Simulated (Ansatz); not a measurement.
# C₂H₃BFN: an energy map over bond length N1–B2 and dihedral H6–N1–B2–C3

A grid of calculations on C₂H₃BFN, SMILES NBC#CF, to see where the energy is lowest and how it rises around there.

Method: RKS B3LYP-D4/def2-SVP; program: Ansatz 0.2.0.

## 1. The system as given

8 atoms, charge 0, spin multiplicity 1.

Atoms are counted from 1 here; the program's logs count them from 0.

Bond lengths: N1–B2 1.402 Å, N1–H6 1.021 Å, N1–H7 1.020 Å, B2–C3 1.531 Å, B2–H8 1.219 Å, C3–C4 1.228 Å, C4–F5 1.284 Å. Angles: B2–N1–H6 123.1°, B2–N1–H7 122.9°, H6–N1–H7 114.0°, N1–B2–C3 121.1°, N1–B2–H8 118.2°, C3–B2–H8 120.7°, B2–C3–C4 179.0°, C3–C4–F5 179.6°.

As a file:

```
N    -0.63679   -0.19139    1.39977
B     0.25997   -0.58612    0.39717
C     0.36656    0.18974   -0.91791
C     0.46556    0.79833   -1.98031
F     0.57667    1.42972   -3.09232
H    -1.25488    0.61654    1.30892
H    -0.73071   -0.68851    2.28517
H     0.95363   -1.56830    0.59952
```

This geometry comes from a loose relaxation at PBE in a small basis, which is not shown.

## 3. Setting up the map

The axes are (1) bond length N1–B2: 11 values from 1.143 to 2.091 Å; (2) dihedral H6–N1–B2–C3: 12 values from −180 to 150 °, periodic.

Nothing else is relaxed (all other coordinates rigid). Energies count from the relaxed molecule at the same level. Points are written as (first, second).

(The set-up runs are not shown.)

## 4. Grid point (1.428 Å, 0°)

The input, input.yaml:

```yaml
crystal:
  periodic: [false, false, false]
  atoms:
    - { symbol: "N", position_ang: [-0.635566, -0.190996, 1.3953] }
    - { symbol: B, position_ang: [0.277574, -0.593078, 0.373689] }
    - { symbol: C, position_ang: [0.383938, 0.183907, -0.942495] }
    - { symbol: C, position_ang: [0.488065, 0.782078, -1.994927] }
    - { symbol: F, position_ang: [0.59891, 1.410684, -3.103353] }
    - { symbol: H, position_ang: [-1.249464, 0.611283, 1.30907] }
    - { symbol: H, position_ang: [-0.725033, -0.687079, 2.273647] }
    - { symbol: H, position_ang: [0.969278, -1.564246, 0.568537] }
basis:
  gaussian: { orbitals: def2-SVP }
hamiltonian:
  xc: { name: B3LYP }
  dispersion: d4
output:
  forces: true
```

Run with:

```bash
> ansatz run input.yaml --threads 1 --pin off --max-ram 2560MiB --backend cpu --events-out ev --progress --plain --runs-dir out
```

Further runs follow: all other points of the grid.

**Question.** What will these runs give? Wanted: lowest point; highest computed point; dipole moment.

**Answer**, as computed:

```
               quantity                                                                       value
           lowest point                                                   (1.428 Å, 0°), 2.2 kJ/mol
 highest computed point                                (1.143 Å, −90°), 434 kJ/mol above the lowest
      dipole moment (D)  0.50 at (1.902 Å, −30°) to 3.05 at (1.143 Å, 0°); 2.11 at the lowest point
time for the whole task                                            7.7 min on 1 thread, shared host
```

What this shows: The lowest computed point is at (1.428 Å, 0°), 2.2 kJ/mol from the relaxed molecule at the same level; the map holds 2 wells of about this depth. The grid is coarse, so the true minimum lies between grid points and may sit elsewhere than the lowest one. No other kind of well shows on this grid. The highest computed point, (1.143 Å, −90°), lies 434 kJ/mol above the lowest. On the interpolated surface the easiest way out of the lowest well to the well at (1.428 Å, −180°) passes a barrier of about 140 kJ/mol. Round the minimum the two coordinates are nearly uncoupled.
